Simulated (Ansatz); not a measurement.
# Cl2FHHfO: the cost of one run

Method: RKS PBE-D4/def2-SVP, in Ansatz 0.2.0.

### 1 The starting structure

Bond lengths: Hf1–Cl2 2.520 Å, Hf1–F3 1.980 Å, Hf1–O4 2.069 Å, O4–H5 1.010 Å, Hf1–Cl6 2.518 Å. Angles: Cl2–Hf1–F3 109.4°, Cl2–Hf1–O4 109.5°, Cl2–Hf1–Cl6 109.5°, F3–Hf1–O4 109.5°, F3–Hf1–Cl6 109.5°, O4–Hf1–Cl6 109.5°, Hf1–O4–H5 109.5°.

Coordinates:

```xyz
6

Hf    0.0000    0.0000    0.0000
Cl    0.0000    0.0000    2.5200
F     1.8671    0.0000   -0.6593
O    -0.9750    1.6891   -0.6893
H    -1.9328    1.4584   -0.9117
Cl   -1.1869   -2.0563   -0.8392
```

### 2 Preparing the start

input.yaml

```yaml
crystal:
  periodic: [false, false, false]
  atoms:
    - { symbol: Hf, position_ang: [0.0, 0.0, 0.0] }
    - { symbol: Cl, position_ang: [0.0, 0.0, 2.52] }
    - { symbol: F, position_ang: [1.8671, 0.0, -0.6593] }
    - { symbol: O, position_ang: [-0.975, 1.6891, -0.6893] }
    - { symbol: H, position_ang: [-1.9328, 1.4584, -0.9117] }
    - { symbol: Cl, position_ang: [-1.1869, -2.0563, -0.8392] }
basis:
  gaussian: { orbitals: def2-SVP }
hamiltonian:
  xc: pbe
  dispersion: d4
relax:
  f_tol: 0.02
  max_steps: 40
```

Run with:

```console
$ ansatz run input.yaml --threads 2 --pin off --max-ram 3072MiB --backend cpu --events-out ev --progress --plain --runs-dir out
```

What time and memory should one allow on 2 threads of Arm Neoverse V1, shared host?

About 29 s, with a peak of 0.16 GiB.
